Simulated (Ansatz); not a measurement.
# AlFGeH5N, SMILES [NH2][AlH][GeH2][F]: an atomisation energy

Computed with Ansatz 0.2.0 through its Python package.

Run as a notebook:

```python
from collections import Counter

import ansatz
```

```python
def single_point(molecule, charge=0, unpaired=0):
    calc = molecule.calculation().basis(gaussian="cc-pVDZ").functional("r2scan", dispersion="d4")
    if charge:
        calc = calc.charge(charge)
    if unpaired:
        calc = calc.spin("collinear", total=unpaired)
    return calc.run(threads=1, pin="off").report["free_energy_ev"]
```

```python
alfgeh5n = (
    ansatz.Crystal.molecule()
    .atom("N", [-0.5141, 1.6413, -1.2711])
    .atom("Al", [0.7548, 0.5479, -0.4999])
    .atom("Ge", [0.0452, -1.2434, 0.9917])
    .atom("F", [-0.9127, -2.3388, 0.1477])
    .atom("H", [-1.0965, 2.1058, -0.5123])
    .atom("H", [-1.2242, 1.0812, -1.8017])
    .atom("H", [2.3314, 0.7781, -0.8251])
    .atom("H", [-0.6322, -0.6243, 2.2145])
    .atom("H", [1.3367, -1.994, 1.5391])
)

# unpaired electrons of the ground-state atoms
unpaired = {"N": 3, "Al": 1, "Ge": 2, "F": 1, "H": 1}
counts = Counter(site.symbol for site in alfgeh5n.cartesian_sites)
atom_energy = {s: single_point(ansatz.Crystal.molecule().atom(s, (0, 0, 0)), 0, unpaired[s]) for s in counts}
whole = single_point(alfgeh5n, 0, 0)
for s, e in atom_energy.items():
    print(f"{s:2s} x{counts[s]}  {e:14.5f} eV")
print(f"AlFGeH5N: {whole:.5f} eV")
split = sum(counts[s] * e for s, e in atom_energy.items()) - whole
print(f"atomisation energy (no zero-point term): {96.485332 * split:.1f} kJ/mol, {split / sum(counts.values()):.3f} eV an atom")
```

    N  x1     -1484.86654 eV
    Al x1     -6594.06165 eV
    Ge x1    -56514.61198 eV
    F  x1     -2712.59777 eV
    H  x5       -13.58415 eV
    AlFGeH5N: -67400.48391 eV
    atomisation energy (no zero-point term): 2549.6 kJ/mol, 2.936 eV an atom

2549.6 kJ/mol from the electronic energies, without the zero-point term.

Notes:
- Total energies depend on the basis set; only differences at equal settings carry meaning.
- The geometry is a force-field or estimated start, not a minimum of this method, and the basis set is short of its limit. All parts are taken at fixed geometry, without zero-point energy.
- For Al to Cl the sets with a tight d function, cc-pV(X+d)Z, are usual.
- Hardware and time: 5.5 s on 1 thread of Intel(R) Xeon(R) 6975P-C (Granite Rapids) (shared host), peak memory 0.23 GiB.

(Lines on the test bed's own set-up are left out of the output.)
